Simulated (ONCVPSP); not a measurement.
# Pseudopotential generation for manganese: ONCV, PBEsol

Do these settings give a usable potential? It is generated, then checked for transferability, scattering, ghosts and hardness.

Program: ONCVPSP 4.0.1.1 (patched build). Reference atom: PBEsol, scalar-relativistic, spherical and spin-unpolarised. All values are calculated.

## Step 1: The design

Typed settings, in words:

* element: manganese (Mn, Z = 25)
* type: optimised norm-conserving Vanderbilt (ONCV)
* frozen core: [Ar]
* valence charge: 7
* reference configuration: 3d5 4s2
* partial waves: 4s: rc 2.60 bohr, ncon 3, nbas 7, qcut 3.1 1/bohr, 2 projectors, debl 0.7 Ha; p scattering state at 0.11 Ha: rc 2.30 bohr, ncon 4, nbas 9, qcut 3.9 1/bohr, 3 projectors, debl 1.2 Ha; 3d: rc 1.35 bohr, ncon 4, nbas 9, qcut 13.2 1/bohr, 2 projectors, debl 2.5 Ha
* local potential: polynomial inside 1.35 bohr (lpopt 5, dvloc0 1 Ha)
* core correction: Teter function, fcfact 5.25, rcfact 1.4

## Step 2: Generation

The input, Mn.dat:

```
# ATOM AND REFERENCE CONFIGURATION
# atsym  z   nc   nv     iexc    psfile
  Mn 25.00    5    2  -116133      upf
#
#   n    l    f
    1    0    2.00
    2    0    2.00
    2    1    6.00
    3    0    2.00
    3    1    6.00
    3    2    5.00
    4    0    2.00
#
# PSEUDOPOTENTIAL AND OPTIMIZATION
# lmax
    2
#
#   l,   rc,      ep,       ncon, nbas, qcut
    0    2.60    0.00    3    7    3.10
    1    2.30    0.11    4    9    3.90
    2    1.35    0.00    4    9   13.20
#
# LOCAL POTENTIAL
# lloc, lpopt,  rc(5),   dvloc0
    4    5    1.35    1.00
#
# VANDERBILT-KLEINMAN-BYLANDER PROJECTORs
# l, nproj, debl
    0    2    0.70
    1    3    1.20
    2    2    2.50
#
# MODEL CORE CHARGE
# icmod, fcfact, rcfact
    3    5.25    1.40
#
# LOG DERIVATIVE ANALYSIS
# epsh1, epsh2, depsh
   -2.00    5.00    0.02
#
# OUTPUT GRID
# rlmax, drl
    6.00    0.01
#
# TEST CONFIGURATIONS
# ncnf
    4
# nvcnf
#   n    l    f
    2
    3    2    5.00
    4    0    1.00
#
    2
    3    2    5.00
    4    0    0.00
#
    2
    3    2    4.00
    4    0    0.00
#
    3
    3    2    5.00
    4    0    0.00
    4    1    1.00
#
```

Run with:

```
$ oncvpsp.x < Mn.dat > Mn.out
```

Q: Predict the outcome of this session. Wanted: cutoffs for 1 and 0.1 mHa per electron, occupied waves; bound ghosts; GHOST(+) flags; largest test error; largest phase difference near zero energy, channels read; rms error of d²Exc/dn², without and with the model core; projector energies reset by the program.

**Answer**, as computed:

| quantity | value |
| --- | --- |
| cutoffs for 1 and 0.1 mHa per electron, occupied waves | 59 Ha and 67 Ha |
| bound ghosts | p at -36.72 eV |
| GHOST(+) flags | s at 9 eV, p at 1392 eV |
| largest test error (AE − PS) | -356 meV, for 3d4 4s0 |
| largest phase difference near zero energy, channels read | 3.141 rad |
| rms error of d²Exc/dn², without and with the model core | 13.74 and 6.58 mHa |
| projector energies reset by the program | p: 0.050, 1.250, 2.450 Ha |

**Reading.** It has a bound ghost (p), a state that the atom doesn't have, and that rules the file out. The worst unpolarised test, 3d4 4s0, is off by 356 meV on 56.4 eV; by total energies transferability rates as poor. That test lies far up in energy; among those under 40 eV, nearer to bonding, the largest error is 103 meV. The potential is hard: the looser tolerance needs 59 Ha. At the looser tolerance the 3d wave is the slowest; 4s needs 3 Ha. Near zero energy the largest phase difference among the channels read is 3.14 rad, in the s channel. A step near π is an extra or missing state, not a misfit of shape. The pseudo curves have a pole with no partner nearby in the atom's: s at 0.30 Ha. At positive energy that is a spurious or a displaced resonance. The program also flags highly localised states, GHOST(+) (s, p). All of this concerns the isolated atom, not yet a solid.
